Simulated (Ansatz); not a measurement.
# AlClH5InOSi: the cost of one run

All numbers below are computed with Ansatz 0.2.0 (RKS PBE0-D4/def2-SVP).

**1. Starting point**

Bond lengths: O1–In2 1.893 Å, In2–Cl3 1.252 Å, In2–Si4 2.346 Å, Si4–Al5 2.298 Å, O1–H6 0.985 Å, Si4–H7 1.493 Å, Si4–H8 1.494 Å, Al5–H9 1.536 Å, Al5–H10 1.625 Å. Angles: O1–In2–Cl3 95.5°, O1–In2–Si4 90.8°, Cl3–In2–Si4 89.5°, In2–O1–H6 144.2°, In2–Si4–Al5 129.0°, In2–Si4–H7 77.6°, In2–Si4–H8 115.1°, Al5–Si4–H7 111.1°, Al5–Si4–H8 109.6°, H7–Si4–H8 107.9°, Si4–Al5–H9 121.3°, Si4–Al5–H10 117.8°, H9–Al5–H10 120.4°.

As a file:

```xyz
10

O    -2.5348    0.7124    0.9448
In   -0.7658    0.9050    1.5905
Cl   -0.5393    1.9853    0.9995
Si    0.0737   -0.2628   -0.2629
Al    2.2481   -0.4785   -0.9736
H    -3.2518    0.0623    0.7623
H    -0.2969   -1.3661    0.6716
H    -0.8462   -0.3297   -1.4384
H     2.5821   -0.7461   -2.4484
H     3.4140   -0.5330    0.1573
```

**2. End point A**

The input, input.yaml:

```yaml
crystal:
  periodic: [false, false, false]
  atoms:
    - { symbol: O, position_ang: [-2.5348, 0.7124, 0.9448] }
    - { symbol: In, position_ang: [-0.7658, 0.905, 1.5905] }
    - { symbol: Cl, position_ang: [-0.5393, 1.9853, 0.9995] }
    - { symbol: Si, position_ang: [0.0737, -0.2628, -0.2629] }
    - { symbol: Al, position_ang: [2.2481, -0.4785, -0.9736] }
    - { symbol: H, position_ang: [-3.2518, 0.0623, 0.7623] }
    - { symbol: H, position_ang: [-0.2969, -1.3661, 0.6716] }
    - { symbol: H, position_ang: [-0.8462, -0.3297, -1.4384] }
    - { symbol: H, position_ang: [2.5821, -0.7461, -2.4484] }
    - { symbol: H, position_ang: [3.414, -0.533, 0.1573] }
basis:
  gaussian: { orbitals: def2-SVP }
hamiltonian:
  xc: pbe0
  dispersion: d4
relax:
  f_tol: 0.02
  max_steps: 50
```

Launch:

```console
> ansatz run input.yaml --threads 2 --pin off --max-ram 3072MiB --backend cpu --events-out ev --progress --plain --runs-dir out
```

**Question.** How long does this run take on 2 threads of Arm Neoverse V2, shared host, and how much memory does it need?

About 2.2 min, with a peak of 0.33 GiB.
